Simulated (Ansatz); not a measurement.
# LiGa: relaxation and properties

One table from this session's results is given with a row withheld; the runs are named, their logs left out.

Method: DFT PBEsol, scalar-relativistic, plane waves, PAW, in Ansatz 0.2.0.

### The structure to begin with

It takes space group Fd-3m (No. 227, cubic). Conventional cell: a = 6.169 Å, b = 6.169 Å, c = 6.169 Å, α = 90.00°, β = 90.00°, γ = 90.00°. Li (site symmetry -43m) is surrounded by 4 Ga at 2.67 Å and 4 Li at 2.67 Å. Around Ga (site symmetry -43m) lie 4 Li at 2.67 Å and 4 Ga at 2.67 Å.

Coordinates:

```cif
data_structure
_symmetry_space_group_name_H-M 'Fd-3m:1'
_symmetry_Int_Tables_number 227
_cell_length_a 6.1690
_cell_length_b 6.1690
_cell_length_c 6.1690
_cell_angle_alpha 90.000
_cell_angle_beta 90.000
_cell_angle_gamma 90.000
_cell_volume 234.77
loop_
_atom_site_label
_atom_site_type_symbol
_atom_site_symmetry_multiplicity
_atom_site_Wyckoff_symbol
_atom_site_fract_x
_atom_site_fract_y
_atom_site_fract_z
_atom_site_occupancy
Li1 Li 8 b 0.00000 0.00000 0.50000 1
Ga1 Ga 8 a 0.50000 0.00000 0.50000 1
```

The structure comes from the Crystallography Open Database.

The first run:

(A quick probe on a coarse mesh, which set the mesh and smearing, is not shown.)

File input.yaml:

```yaml
crystal:
  lattice:
    - [0.0, 3.0845, 3.0845]
    - [3.0845, 0.0, 3.0845]
    - [3.0845, 3.0845, 0.0]
  atoms:
    - { symbol: Li, position: [0.0, 0.0, 0.0] }
    - { symbol: Li, position: [0.25, 0.25, 0.25] }
    - { symbol: Ga, position: [0.5, 0.5, 0.5] }
    - { symbol: Ga, position: [0.75, 0.75, 0.75] }
basis:
  ecutwfc: 420
kpoints:
  mp_grid: { grid: [12, 12, 12] }
hamiltonian:
  xc: pbesol
scf:
  occupations: { method: gaussian, width: 0.1 }
output:
  forces: true
  stress: true
  eigenvalues: true
  write_density: true
  write_potential: true
  elf: true
  volumetric_format: npy
relax:
  adjacent_minimum: "off"
  f_tol: 0.005
  max_steps: 80
  cell: { stress_tol: 0.05 }
```

On the command line:

```sh
$ ansatz run input.yaml --threads 1 --pin off --max-ram 2560MiB --backend cpu --events-out ev --progress --plain --runs-dir out
```

Among the steps run: The relaxation; Bands, states and charges; The cell as listed, for comparison; Volume × 0.97; Point at V/V0 = 1.03; Volume × 0.94; Point at V/V0 = 1.06; The cell scaled to 0.91 of its volume; Volume × 1.10; Volume × 0.88.

One table of the session follows, with a row left open; its other results are not shown here.

It belongs to the step «Fit of the equation of state». 

| volume (Å³/atom) | energy above the lowest point (meV/atom) | pressure (GPa) |
| --- | --- | --- |
| 12.829 | 38.9 | 8.14 |
| 13.267 | ? | ? |
| 13.704 | 8.5 | 3.34 |
| 14.141 | 2.0 | 1.52 |
| 14.579 | 0.0 | 0.00 |
| 15.016 | 1.8 | -1.29 |
| 15.453 | 6.8 | -2.41 |
| 16.037 | 17.8 | -3.65 |

**Question.** Estimate the row for volume (Å³/atom) = 13.267.

Worked estimate for «energy above the lowest point (meV/atom)». A straight line through the neighbours (12.829, 38.9) and (13.704, 8.5) gives 38.9 + (8.5 − 38.9) × (13.267 − 12.829) / (13.704 − 12.829) = 23.7; a parabola fitted to 3 rows on both sides gives 20.8.

**Answer.** energy above the lowest point (meV/atom): 20.4; pressure (GPa): 5.53. In «energy above the lowest point (meV/atom)» the line misses by +3.3 and the parabola by +0.4.

Caveats from the session: The start is a reported cell, which holds thermal expansion that this zero-temperature run lacks.
